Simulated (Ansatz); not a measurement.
# BH5SeSi: the cost of one run

All numbers are computed with Ansatz 0.2.0, driven from Python. Level of theory: r2SCAN/def2-SVP.

## 1. The system

Bond lengths: B1–Si2 1.891 Å, Si2–Se3 2.265 Å, B1–H4 1.125 Å, B1–H5 1.242 Å, Si2–H6 1.479 Å, Si2–H7 1.493 Å, Se3–H8 1.476 Å. Angles: B1–Si2–Se3 107.4°, B1–Si2–H6 110.6°, B1–Si2–H7 110.4°, Se3–Si2–H6 110.3°, Se3–Si2–H7 109.5°, H6–Si2–H7 108.6°, Si2–B1–H4 122.1°, Si2–B1–H5 119.9°, H4–B1–H5 118.0°, Si2–Se3–H8 91.3°.

The script holds or builds the structure itself.

## 2. The code

tae_bh5sesi.py

```python
from collections import Counter

import ansatz as az

SETTINGS = {
    'basis_set': 'def2-SVP',
    'xc': 'r2SCAN',
}


def total_energy(molecule, charge=0, unpaired=0):
    calc = (
        molecule.calculation()
        .basis(gaussian=SETTINGS['basis_set'])
        .functional(SETTINGS['xc'])
    )
    if charge:
        calc = calc.charge(charge)
    if unpaired:
        calc = calc.spin('collinear', total=unpaired)
    return calc.run(threads=1, pin='off').report['free_energy_ev']

mol = (
    az.Crystal.molecule()
    .atom('B', [-0.9387, 0.2922, -0.8652])
    .atom('Si', [0.6218, 0.4052, 0.1973])
    .atom('Se', [1.2373, -1.7096, 0.7264])
    .atom('H', [-1.3982, -0.695, -1.1488])
    .atom('H', [-1.4823, 1.3299, -1.2788])
    .atom('H', [0.3598, 1.185, 1.4265])
    .atom('H', [1.722, 1.0684, -0.5625])
    .atom('H', [-0.0297, -1.9332, 1.4494])
)

unpaired = {'B': 1, 'Si': 2, 'Se': 2, 'H': 1}
counts = Counter(site.symbol for site in mol.cartesian_sites)
atom_energy = {s: total_energy(az.Crystal.molecule().atom(s, (0, 0, 0)), 0, unpaired[s]) for s in counts}
whole = total_energy(mol, 0, 0)
for s, e in atom_energy.items():
    print(f'{s:2s} x{counts[s]}  {e:14.5f} eV')
print(f'BH5SeSi: {whole:.5f} eV')
split = sum(counts[s] * e for s, e in atom_energy.items()) - whole
print(f'atomisation energy (no zero-point term): {23.060548 * split:.1f} kcal/mol, {split / sum(counts.values()):.3f} eV an atom')
```

## 3. What the engine is handed

The engine receives this input (first run):

```yaml
crystal:
  periodic: [false, false, false]
  atoms:
    - { symbol: B, position_ang: [0.0, 0.0, 0.0] }
basis:
  gaussian:
    orbitals: def2-SVP
hamiltonian:
  xc: r2scan
magnetization:
  spin_polarized: true
  initial_magnetization: 1.0
```

## 4. The run

Command:

```sh
> python tae_bh5sesi.py
```

What time and memory should one allow on 1 thread of Arm Neoverse V2, shared host?

About 8.2 s, with a peak of 0.2 GiB.
